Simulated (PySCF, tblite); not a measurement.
# C3H8F2OSi2: geometry, infrared bands and NMR shifts

What infrared bands and NMR shifts should C3H8F2OSi2 (`FC(F)O[C@]1([SiH3])C[SiH2]1`) show?

The runs use tblite 0.8.0 and PySCF 2.14.0, with density-fitted response routines of our own; the level of theory stands in each step. All values are computed, except where a source is named. Atoms are numbered from 0 throughout.

## (1) Starting geometry

16 atoms, charge 0, multiplicity 1; geometry from: force field or distance geometry start.

Bonds of the start (Å): F0–C1 1.35, C1–F2 1.36, C1–O3 1.42, O3–C4 1.47, C4–Si5 1.90, C4–C6 1.48, C6–Si7 1.88, Si7–C4 1.87, C1–H8 1.11, Si5–H9 1.49, Si5–H10 1.48, Si5–H11 1.48, C6–H12 1.10, C6–H13 1.09, Si7–H14 1.48, Si7–H15 1.50.

## (2) Relaxing the molecule with GFN2-xTB

What the job is given:

```
{"job": {"kind": "relax", "xc": "GFN2-xTB", "basis": "xTB"}, "charge": 0, "multiplicity": 1}
F      2.828200     0.307300    -1.958300
C      2.107700     0.199100    -0.817200
F      2.591000     1.135500     0.045100
O      0.754300     0.505500    -1.117300
C     -0.208600     0.066100    -0.098800
Si    -0.405500     1.130600     1.464100
C     -0.544600    -1.378900    -0.087100
Si    -1.921100    -0.283100    -0.758000
H      2.255100    -0.810100    -0.387000
H      0.874700     1.131300     2.221600
H     -1.445000     0.564100     2.360500
H     -0.782800     2.516500     1.105100
H     -0.809900    -1.870700     0.856200
H     -0.128400    -2.038700    -0.841500
H     -2.100500    -0.688000    -2.175300
H     -3.072000    -0.477800     0.176400
```

Run with:

```console
OMP_NUM_THREADS=1 python probes_run.py task.json out
```

This one command runs all jobs of the session in turn.

**Question.** This job is followed by: GFN2-xTB harmonic vibrations, gas phase; GIAO PBE0/pcSseg-1 NMR shielding, non-relativistic, gas phase. Predict these results of the whole session: strongest single infrared mode (GFN2-xTB); zero-point energy (GFN2-xTB); 13C shifts against TMS (PBE0/pcSseg-1); 1H shifts against TMS (PBE0/pcSseg-1, means over atoms taken as alike); 19F shifts against CFCl3 (PBE0/pcSseg-1); 17O shifts against H2O (PBE0/pcSseg-1); 29Si shifts against TMS (PBE0/pcSseg-1).

**Answer**, as computed:

| quantity | value |
| --- | --- |
| strongest single infrared mode (GFN2-xTB) | 1151 cm⁻¹, 350 km/mol |
| zero-point energy (GFN2-xTB) | 61.7 kcal/mol |
| 13C shifts against TMS (PBE0/pcSseg-1) | 127.2, 56.9, 9.1 ppm |
| 1H shifts against TMS (PBE0/pcSseg-1, means over atoms taken as alike) | 6.37, 4.15, 3.14, 2.77, 1.16, 0.86 ppm |
| 19F shifts against CFCl3 (PBE0/pcSseg-1) | -93.5, -95.4 ppm |
| 17O shifts against H2O (PBE0/pcSseg-1) | 114.9 ppm |
| 29Si shifts against TMS (PBE0/pcSseg-1) | -65.3, -136.1 ppm |

**Reading.** Relaxing lowered the energy by 0.729 eV in 86 steps; the close pair that moved most is C1–O3, from 1.420 to 1.333 Å. No mode is imaginary among the 42: a minimum at this level. The strongest single mode, at 1151 cm⁻¹, moves mainly C1 and O3. Unscaled tight-binding wavenumbers are off by several per cent, some by more. Its intensities can rank the bands wrongly. The most deshielded hydrogen is H8 (hydrogen on an sp3 CH bonded to 2 F and O), at 6.37 ppm: its carbon carries F and O, hence the downfield position. At PBE0/pcSseg-1: Shielding is most anisotropic at Si7 (span 314 ppm, paramagnetic term -396 ppm).
